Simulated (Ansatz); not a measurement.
# LaTiO3: the cost of one run

Method: DFT r²SCAN+U (U_eff = 1 eV on Ti d), plane waves, PAW, no spin–orbit coupling unless a run says so, in Ansatz 0.2.0.

## (1) Starting point

It takes space group Pm-3m (No. 221, cubic). Conventional cell: a = 3.920 Å, b = 3.920 Å, c = 3.920 Å, α = 90.00°, β = 90.00°, γ = 90.00°. La (site symmetry m-3m) is surrounded by 12 O at 2.77 Å. Around Ti (site symmetry m-3m) lie 6 O at 1.96 Å. Around O (site symmetry 4/mmm) lie 2 Ti at 1.96 Å and 4 La at 2.77 Å.

Structure file:

```cif
data_structure
_symmetry_space_group_name_H-M 'P 1'
_symmetry_Int_Tables_number 1
_cell_length_a 3.9200
_cell_length_b 3.9200
_cell_length_c 3.9200
_cell_angle_alpha 90.000
_cell_angle_beta 90.000
_cell_angle_gamma 90.000
_cell_volume 60.24
loop_
_atom_site_label
_atom_site_type_symbol
_atom_site_fract_x
_atom_site_fract_y
_atom_site_fract_z
_atom_site_occupancy
La1 La 0.00000 0.00000 0.00000 1
Ti1 Ti 0.50000 0.50000 0.50000 1
O1 O 0.00000 0.50000 0.50000 1
O2 O 0.50000 0.50000 0.00000 1
O3 O 0.50000 0.00000 0.50000 1
```

Magnetic order typed: ferromagnetic.

An earlier series on this cell reached its lowest free state from «random orbitals: single harmonics, first filling», perhaps among other starts.

## (2) Random orbitals: single harmonics, second filling

input.yaml

```yaml
crystal:
  lattice:
    - [3.9200046, 0.0, 0.0]
    - [0.0, 3.9200046, 0.0]
    - [0.0, 0.0, 3.9200046]
  atoms:
    - { symbol: La, position: [0.0, 0.0, 0.0] }
    - { symbol: Ti, position: [0.5, 0.5, 0.5], spin: 1.0 }
    - { symbol: O, position: [0.0, 0.5, 0.5] }
    - { symbol: O, position: [0.5, 0.5, 0.0] }
    - { symbol: O, position: [0.5, 0.0, 0.5] }
basis:
  ecutwfc: 500
  ecutrho_ratio: 4
kpoints:
  mp_grid: { grid: [5, 5, 5] }
hamiltonian:
  xc: r2scan
  hubbard:
    sites:
      - { site: 1, l: d, u_eff: 1.0, starting_ns: [{ spin: up, occupation_matrix: s1up }, { spin: down, occupation_matrix: s1down }] }
    occupation_matrices:
      s1up:
        matrix:
          - [0.02, 0.0, 0.0, 0.0, 0.0]
          - [0.0, 0.97, 0.0, 0.0, 0.0]
          - [0.0, 0.0, 0.02, 0.0, 0.0]
          - [0.0, 0.0, 0.0, 0.02, 0.0]
          - [0.0, 0.0, 0.0, 0.0, 0.02]
      s1down:
        matrix:
          - [0.02, 0.0, 0.0, 0.0, 0.0]
          - [0.0, 0.02, 0.0, 0.0, 0.0]
          - [0.0, 0.0, 0.02, 0.0, 0.0]
          - [0.0, 0.0, 0.0, 0.02, 0.0]
          - [0.0, 0.0, 0.0, 0.0, 0.02]
    ns_hold: until_converged
scf:
  occupations: { method: gaussian, width: 0.05 }
  lower_state_search: "off"
  max_iter: 150
output:
  forces: true
  stress: true
  eigenvalues: true
  populations: true
  hubbard: { sites: [{ site: 1, l: d }] }
magnetization:
  spin_polarized: true
```

The typed matrices put 0.97 on the chosen orbitals and 0.02 on the others, and are held until the SCF converges, then released.

Launch:

```console
> ansatz run input.yaml --threads 4 --pin off --max-ram 6144MiB --backend cpu --events-out ev --progress --plain --runs-dir out
```

What time and memory should one allow on 4 threads of Arm Neoverse V2, shared host?

About 16 s, with a peak of 0.59 GiB.
